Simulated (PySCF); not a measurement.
**Tl(SH)3: forces at shaken geometries**

Aim: move all atoms of relaxed Tl(SH)3 at random and read energies and forces. The structure is generated, not taken from experiment.

Computed with PySCF 2.14.0. Level: r2SCAN, Tl def2-SVP with ECP60, S def2-SVP, H def2-SVP; scalar-relativistic core potentials, no spin–orbit coupling.

4 further runs of the same task are left out: 2 for a known fault of the program, 2 set aside as unsound or not needed.

**1. The system as given**

7 atoms, charge 0, spin multiplicity 1.

Bond lengths: Tl1–S2 2.478 Å, Tl1–S4 2.478 Å, Tl1–S6 2.478 Å, S2–H3 1.354 Å, S4–H5 1.354 Å, S6–H7 1.354 Å. Angles: S2–Tl1–S4 120.0°, S2–Tl1–S6 120.0°, S4–Tl1–S6 120.0°, Tl1–S2–H3 92.2°, Tl1–S4–H5 92.2°, Tl1–S6–H7 92.2°.

Geometry (Å):

```xyz
7

Tl    0.0000    0.0000    0.5189
S     2.4225   -0.5195    0.5182
H     2.7568    0.7922    0.5214
S    -0.7614    2.3577    0.5182
H    -2.0644    1.9914    0.5214
S    -1.6611   -1.8382    0.5182
H    -0.6924   -2.7835    0.5214
```

Formal oxidation states: Tl +3. An earlier session relaxed this geometry at r2SCAN, Tl def2-SVP with ECP60, S def2-SVP, H def2-SVP (singlet, point group C3h).

Its energy there is -1368.580697 Eh.

**2. Atoms moved at random, σ = 0.15 Å**

The input, run.py (the lines that set the calculation):

```python
mol = gto.M(atom='''
Tl    -0.09036     0.03990     0.40625
S      2.59728    -0.30234     0.68876
H      2.98565     0.83522     0.57297
S     -0.97477     2.23119     0.47499
H     -2.05709     1.67610     0.55285
S     -1.80020    -1.72072     0.29611
H     -0.66050    -2.75935     0.64576''',
    basis={'Tl': 'def2-SVP', 'S': 'def2-SVP', 'H': 'def2-SVP'},
    ecp={'Tl': 'def2-SVP'},
    charge=0, spin=0)
mf = dft.RKS(mol, xc='R2SCAN')
mf.grids.atom_grid = (50, 194)
mf = mf.density_fit()  # fitting sets: Tl def2-universal-JKFIT, S def2-universal-JKFIT, H def2-universal-JKFIT
mf.conv_tol = 1e-08; mf.max_cycle = 55
mf.kernel(dm0)  # dm0: the density of the relaxed state
```

Launch:

```
OMP_NUM_THREADS=2 python run.py
```

Log:

```text
init E= -1368.52054873186
  HOMO = -0.245760599774901  LUMO = -0.163588251212434  gap/eV = 2.23602
cycle= 1 E= -1368.50098054062  delta_E= 0.0196  |g|= 0.228  |ddm|= 0.78
  HOMO = -0.197124888465944  LUMO = -0.128689811151424  gap/eV = 1.86221
cycle= 2 E= -1368.46931951547  delta_E= 0.0317  |g|= 0.353  |ddm|= 0.965
  HOMO = -0.231228095705457  LUMO = -0.136083251897419  gap/eV = 2.58902
cycle= 3 E= -1368.52054761693  delta_E= -0.0512  |g|= 0.0738  |ddm|= 0.694
  HOMO = -0.222306665315814  LUMO = -0.137398786468087  gap/eV = 2.31046
cycle= 4 E= -1368.52265348367  delta_E= -0.00211  |g|= 0.0233  |ddm|= 0.176
  HOMO = -0.226297540313116  LUMO = -0.137816525618652  gap/eV = 2.40769
cycle= 5 E= -1368.52285981342  delta_E= -0.000206  |g|= 0.0109  |ddm|= 0.0575
  HOMO = -0.22564485389584  LUMO = -0.1379423061242  gap/eV = 2.38651
cycle= 6 E= -1368.52290549931  delta_E= -4.57e-05  |g|= 0.00311  |ddm|= 0.0215
  HOMO = -0.225631157142287  LUMO = -0.137838957314372  gap/eV = 2.38895
cycle= 7 E= -1368.52290896859  delta_E= -3.47e-06  |g|= 0.000823  |ddm|= 0.00514
  HOMO = -0.225544510603932  LUMO = -0.137790715046102  gap/eV = 2.38790
cycle= 8 E= -1368.52290922812  delta_E= -2.6e-07  |g|= 0.000233  |ddm|= 0.00178
  HOMO = -0.22556178471982  LUMO = -0.137805053460504  gap/eV = 2.38798
cycle= 9 E= -1368.52290924965  delta_E= -2.15e-08  |g|= 3.62e-05  |ddm|= 0.000441
  HOMO = -0.225562273156042  LUMO = -0.13780349124186  gap/eV = 2.38804
cycle= 10 E= -1368.5229092502  delta_E= -5.51e-10  |g|= 8.54e-06  |ddm|= 6.04e-05
  HOMO = -0.225564413178444  LUMO = -0.137804069326035  gap/eV = 2.38808
Extra cycle  E= -1368.52290925012  delta_E= 7.62e-11  |g|= 1.54e-05  |ddm|= 4.35e-05
converged SCF energy = -1368.52290925012
```

Run time: 4.1 s. Hardware: 2 threads of Intel Xeon 6975P-C (Granite Rapids), shared host.

Result: E = -1368.522909 Eh (+1.572 eV from the relaxed state), HOMO -6.14 eV, LUMO -3.75 eV, Mulliken charge on Tl1 +0.41 e, largest force component 5.509 eV/Å. 

```csv
atom,Fx,Fy,Fz (eV/Å)
Tl1,2.357,-0.994,0.142
S2,-3.061,-5.509,0.400
H3,1.426,5.428,-0.574
S4,3.891,3.505,-0.298
H5,-4.624,-1.974,0.310
S6,2.548,-2.512,0.780
H7,-2.538,2.056,-0.760
```

**3. Atoms moved at random, σ = 0.06 Å**

The input, run.py (the lines that set the calculation):

```python
mol = gto.M(atom='''
Tl    -0.00726     0.09069     0.60708
S      2.37357    -0.61363     0.54713
H      2.68289     0.75760     0.50222
S     -0.72240     2.43675     0.45514
H     -1.95622     2.00334     0.52968
S     -1.66900    -1.93695     0.51040
H     -0.70160    -2.73781     0.48602''',
    basis={'Tl': 'def2-SVP', 'S': 'def2-SVP', 'H': 'def2-SVP'},
    ecp={'Tl': 'def2-SVP'},
    charge=0, spin=0)
mf = dft.RKS(mol, xc='R2SCAN')
mf.grids.atom_grid = (50, 194)
mf = mf.density_fit()  # fitting sets: Tl def2-universal-JKFIT, S def2-universal-JKFIT, H def2-universal-JKFIT
mf.conv_tol = 1e-08; mf.max_cycle = 55
mf.kernel(dm0)  # dm0: the density of the relaxed state
```

Launch:

```
OMP_NUM_THREADS=2 python run.py
```

Log:

```text
init E= -1368.56207058772
  HOMO = -0.242970223779822  LUMO = -0.146044126700432  gap/eV = 2.63749
cycle= 1 E= -1368.56527493382  delta_E= -0.0032  |g|= 0.0795  |ddm|= 0.353
  HOMO = -0.219314116397181  LUMO = -0.133280693919129  gap/eV = 2.34109
cycle= 2 E= -1368.55977009163  delta_E= 0.0055  |g|= 0.14  |ddm|= 0.386
  HOMO = -0.231057743223522  LUMO = -0.13588087879228  gap/eV = 2.58989
cycle= 3 E= -1368.56787756848  delta_E= -0.00811  |g|= 0.0219  |ddm|= 0.26
  HOMO = -0.229591057923091  LUMO = -0.136667547824237  gap/eV = 2.52858
cycle= 4 E= -1368.56804251752  delta_E= -0.000165  |g|= 0.00706  |ddm|= 0.0432
  HOMO = -0.23057036490446  LUMO = -0.136642059187881  gap/eV = 2.55592
cycle= 5 E= -1368.56806329353  delta_E= -2.08e-05  |g|= 0.00245  |ddm|= 0.0155
  HOMO = -0.23045711426479  LUMO = -0.136680315364347  gap/eV = 2.55180
cycle= 6 E= -1368.56806539601  delta_E= -2.1e-06  |g|= 0.000616  |ddm|= 0.00462
  HOMO = -0.230489276442431  LUMO = -0.136677021109197  gap/eV = 2.55276
cycle= 7 E= -1368.56806551215  delta_E= -1.16e-07  |g|= 0.000285  |ddm|= 0.00143
  HOMO = -0.23046107919455  LUMO = -0.136671744278558  gap/eV = 2.55214
cycle= 8 E= -1368.56806554871  delta_E= -3.66e-08  |g|= 5.37e-05  |ddm|= 0.000583
  HOMO = -0.230462488723899  LUMO = -0.136673861185608  gap/eV = 2.55212
cycle= 9 E= -1368.56806554989  delta_E= -1.19e-09  |g|= 7.95e-06  |ddm|= 0.000101
  HOMO = -0.230463731343532  LUMO = -0.136672928544875  gap/eV = 2.55218
Extra cycle  E= -1368.56806554983  delta_E= 6.09e-11  |g|= 1.45e-05  |ddm|= 4.1e-05
converged SCF energy = -1368.56806554983
```

Run time: 3.9 s. Hardware: 2 threads of Intel Xeon 6975P-C (Granite Rapids), shared host.

Read off: E = -1368.568066 Eh (+0.344 eV from the relaxed state), HOMO -6.27 eV, LUMO -3.72 eV, Mulliken charge on Tl1 +0.42 e, largest force component 2.965 eV/Å. 

```csv
atom,Fx,Fy,Fz (eV/Å)
Tl1,-0.499,-1.183,-0.185
S2,0.171,1.332,0.008
H3,-0.048,-1.200,0.035
S4,1.066,0.382,-0.004
H5,-1.281,-0.225,0.048
S6,-1.954,2.965,0.154
H7,2.545,-2.071,-0.056
```

**4. Atoms moved at random, σ = 0.1 Å**

The input, run.py (the lines that set the calculation):

```python
mol = gto.M(atom='''
Tl     0.05619    -0.04100     0.47562
S      2.45767    -0.43741     0.48182
H      2.74606     0.90830     0.57871
S     -0.77325     2.07417     0.48570
H     -2.10443     1.98292     0.54826
S     -1.67698    -1.83072     0.55347
H     -0.70527    -2.65627     0.51410''',
    basis={'Tl': 'def2-SVP', 'S': 'def2-SVP', 'H': 'def2-SVP'},
    ecp={'Tl': 'def2-SVP'},
    charge=0, spin=0)
mf = dft.RKS(mol, xc='R2SCAN')
mf.grids.atom_grid = (50, 194)
mf = mf.density_fit()  # fitting sets: Tl def2-universal-JKFIT, S def2-universal-JKFIT, H def2-universal-JKFIT
mf.conv_tol = 1e-08; mf.max_cycle = 55
mf.kernel(dm0)  # dm0: the density of the relaxed state
```

Launch:

```
OMP_NUM_THREADS=2 python run.py
```

Log:

```text
init E= -1368.644084254
  HOMO = -0.218958669298524  LUMO = -0.0894179175104672  gap/eV = 3.52498
cycle= 1 E= -1368.55962357574  delta_E= 0.0845  |g|= 0.0741  |ddm|= 0.457
  HOMO = -0.228671981870932  LUMO = -0.11390308021493  gap/eV = 3.12302
cycle= 2 E= -1368.55583588007  delta_E= 0.00379  |g|= 0.126  |ddm|= 0.35
  HOMO = -0.235013860475946  LUMO = -0.109273219972942  gap/eV = 3.42158
cycle= 3 E= -1368.56172013985  delta_E= -0.00588  |g|= 0.0165  |ddm|= 0.231
  HOMO = -0.232425757817577  LUMO = -0.108049556375226  gap/eV = 3.38445
cycle= 4 E= -1368.56180585061  delta_E= -8.57e-05  |g|= 0.00493  |ddm|= 0.0329
  HOMO = -0.233223708426799  LUMO = -0.108205997972987  gap/eV = 3.40191
cycle= 5 E= -1368.56181477233  delta_E= -8.92e-06  |g|= 0.00225  |ddm|= 0.0125
  HOMO = -0.233052536977261  LUMO = -0.108194234713383  gap/eV = 3.39757
cycle= 6 E= -1368.56181666968  delta_E= -1.9e-06  |g|= 0.00033  |ddm|= 0.00407
  HOMO = -0.233048168371068  LUMO = -0.108173642801416  gap/eV = 3.39801
cycle= 7 E= -1368.56181670299  delta_E= -3.33e-08  |g|= 0.000152  |ddm|= 0.00069
  HOMO = -0.233034806092155  LUMO = -0.108174321824523  gap/eV = 3.39763
cycle= 8 E= -1368.56181671142  delta_E= -8.43e-09  |g|= 4.34e-05  |ddm|= 0.000309
  HOMO = -0.233041216660967  LUMO = -0.108173357003751  gap/eV = 3.39783
Extra cycle  E= -1368.56181671003  delta_E= 1.39e-09  |g|= 7.29e-05  |ddm|= 0.000195
converged SCF energy = -1368.56181671003
```

Run time: 3.6 s. Hardware: 2 threads of Intel Xeon 6975P-C (Granite Rapids), shared host.

Result: E = -1368.561817 Eh (+0.514 eV from the relaxed state), HOMO -6.34 eV, LUMO -2.94 eV, Mulliken charge on Tl1 +0.40 e, largest force component 3.539 eV/Å. 

```csv
atom,Fx,Fy,Fz (eV/Å)
Tl1,0.182,-2.627,0.077
S2,0.444,0.489,0.036
H3,-0.167,-0.612,-0.059
S4,-0.334,3.539,-0.031
H5,-0.388,-0.520,0.015
S6,-1.408,1.610,0.019
H7,1.672,-1.879,-0.057
```

**5. The displacements side by side**

| σ (Å) | energy rise (eV) | harmonic estimate −½ F·u (eV) | largest force component (eV/Å) |
| --- | --- | --- | --- |
| 0.15 | 1.572 | 1.506 | 5.51 |
| 0.06 | 0.344 | 0.336 | 2.96 |
| 0.1 | 0.514 | 0.553 | 3.54 |

Every displacement raises the energy. For a harmonic well the rise equals −½ F·u; the two differ by at most 8 % here (a move with σ = 0.1 Å), from anharmonicity, the grid and the small forces left at the relaxed point. These are double-zeta-type bases without diffuse functions. Spin–orbit coupling is left out.
